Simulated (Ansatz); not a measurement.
# B2PLYP/6-31G(d) (spherical functions) run of C2F6 (SMILES FC(F)(F)C(F)(F)F)

What is the vertical singlet–triplet gap of C2F6 at B2PLYP/6-31G* (spherical functions)? 

Program for the calculation: Ansatz 0.2.0.

48 further runs of the same task are left out: 10 that didn't finish, 38 set aside as unsound or not needed. Runs told in other sessions of the task aren't counted.

## (1) The system as given

The species is C2F6 (8 atoms), meant as a singlet with charge 0. SMILES: `FC(F)(F)C(F)(F)F`. Geometry: relaxed at PBE0-D4/def2-TZVP.

Bond lengths: F1–C2 1.325 Å, C2–F3 1.325 Å, C2–F4 1.325 Å, C2–C5 1.549 Å, C5–F6 1.325 Å, C5–F7 1.325 Å, C5–F8 1.325 Å. Some angles: F1–C2–F3 109.1°, F1–C2–F4 109.1°, F1–C2–C5 109.8°, F3–C2–F4 109.1°, F3–C2–C5 109.8°, F4–C2–C5 109.8°, C2–C5–F6 109.8°, C2–C5–F7 109.8°, C2–C5–F8 109.8°, F6–C5–F7 109.1°.

## (2) A single-point energy at B2PLYP/6-31G(d) (spherical functions)

run.yaml reads:

```yaml
crystal:
  periodic: [false, false, false]
  atoms:
    - {symbol: F, position_ang: [1.065570, -0.767260, 1.152000]}
    - {symbol: C, position_ang: [0.662650, -0.397300, -0.054910]}
    - {symbol: F, position_ang: [1.596070, 0.361280, -0.610920]}
    - {symbol: F, position_ang: [0.478560, -1.476610, -0.801220]}
    - {symbol: C, position_ang: [-0.662670, 0.397270, 0.054890]}
    - {symbol: F, position_ang: [-0.477000, 1.479670, 0.796360]}
    - {symbol: F, position_ang: [-1.068680, 0.762200, -1.152500]}
    - {symbol: F, position_ang: [-1.594500, -0.359250, 0.616310]}
basis:
  gaussian: {orbitals: 6-31G_st_-spherical.json}
hamiltonian: {xc: {name: B2PLYP}}
correlation: {frozen_orbitals: {C: 1, F: 1}}
accuracy: high
output: {orbitals: {seedname: orbitals}}
```

The basis set 6-31G* is read from a file made from the Basis Set Exchange's data (not shown).

Started as:

```console
ansatz run run.yaml --threads 1 --pin off --max-ram 3480MiB --events-out events.jsonl --progress --plain --runs-dir runs
```

What it wrote:

```text
Warning: RAYON_NUM_THREADS=1 ignored (pool sized by the plan → 1); use --threads N
Functional definition: B2PLYP
  name "B2PLYP"
  parameter a = 0.53
  parameter c = 0.27
  exchange = (1 - a)*b88_x + a*exact_x
  correlation = (1 - c)*lyp_c + c*(mp2_os + mp2_ss)
2589 factors; integrals over basis functions are off by at most 3.2e-9 eV
mean field evaluation 1: about -18343.7698 eV, gradient 5.6e1 eV
mean field evaluation 2: about -18344.2370 eV, gradient 5.6e1 eV
mean field evaluation 4: about -18349.1873 eV, gradient 2.0e0 eV
mean field evaluation 8: about -18349.2208 eV, gradient 7.7e-2 eV
mean field evaluation 16: about -18349.2208 eV, gradient 4.0e-6 eV
mean field -18349.22079494 eV, -674.3214266654 hartree, gradient 7.6e-8 eV, S^2 0.000000; 0 other end points of the search recorded, 0 dependent functions left out
8 core orbitals not correlated: weight in the atoms' cores, before any rotation towards them, 1.000 or more for the frozen orbitals, at most 0.000 for the correlated occupied ones
reference -18349.22080934 eV, -674.3214271947 hartree; 25, 25 occupied and 79, 79 virtual orbitals, 2589 factors
second order -41.24972234 eV of doubles, -0.00000000 eV of singles
Total energy: -18360.35823437 eV, -674.7307200154 hartree
```

It took 24 s on 1 thread of Arm Neoverse V1, shared host; peak memory 0.48 GiB.

## (3) The triplet, same level

input.yaml reads:

```yaml
crystal:
  periodic: [false, false, false]
  atoms:
    - symbol: F
      position_ang: [1.065570, -0.767260, 1.152000]
    - symbol: C
      position_ang: [0.662650, -0.397300, -0.054910]
    - symbol: F
      position_ang: [1.596070, 0.361280, -0.610920]
    - symbol: F
      position_ang: [0.478560, -1.476610, -0.801220]
    - symbol: C
      position_ang: [-0.662670, 0.397270, 0.054890]
    - symbol: F
      position_ang: [-0.477000, 1.479670, 0.796360]
    - symbol: F
      position_ang: [-1.068680, 0.762200, -1.152500]
    - symbol: F
      position_ang: [-1.594500, -0.359250, 0.616310]
basis:
  gaussian:
    orbitals: 6-31G_st_-spherical.json
total_charge: 0
accuracy: high
correlation:
  frozen_orbitals: {C: 1, F: 1}
magnetization:
  spin_polarized: true
  initial_magnetization: 2
hamiltonian:
  xc: {name: B2PLYP}
output: {orbitals: {seedname: orbitals}}
```

The basis set 6-31G* is read from a file made from the Basis Set Exchange's data (not shown).

Started as:

```console
ansatz run input.yaml --threads 1 --pin off --max-ram 3480MiB --events-out events.jsonl --progress --plain --runs-dir runs
```

What it wrote (excerpt; [...] marks lines left out):

```text
Warning: RAYON_NUM_THREADS=1 ignored (pool sized by the plan → 1); use --threads N
Functional definition: B2PLYP
  name "B2PLYP"
[...]
2589 factors; integrals over basis functions are off by at most 3.2e-9 eV
[...]
mean field -18337.34957755 eV, -673.8851674729 hartree, gradient 4.7e-8 eV, S^2 2.007306; 2 other end points of the search recorded, 0 dependent functions left out
8 core orbitals not correlated: weight in the atoms' cores, before any rotation towards them, 1.000 or more for the frozen orbitals, at most 0.000 for the correlated occupied ones
reference -18337.34959278 eV, -673.8851680327 hartree; 26, 24 occupied and 78, 80 virtual orbitals, 2589 factors
second order -43.25238765 eV of doubles, -0.00000000 eV of singles
Total energy: -18349.02773745 eV, -674.3143319335 hartree
```

Run time: 3.9 min. Hardware: 1 thread of Arm Neoverse V1, shared host; peak memory 0.74 GiB.

## (4) Summary of results

At B2PLYP/6-31G* (spherical functions), 8 core orbitals frozen:

```
                                                         quantity          value
                                            singlet: total energy  -674.73072 Eh
                       singlet: HOMO energy (SCF part's orbitals)      -12.73 eV
                       singlet: LUMO energy (SCF part's orbitals)        4.83 eV
                     singlet: HOMO–LUMO gap (SCF part's orbitals)       17.56 eV
                                            triplet: total energy  -674.31433 Eh
triplet: HOMO energy (SCF part's orbitals) (highest over α and β)       -1.04 eV
                                                    triplet: ⟨S²⟩          2.007
                 vertical energy of the triplet above the singlet      11.330 eV
```

In words: At this shape the triplet lies 11.33 eV (261 kcal/mol) above the singlet.
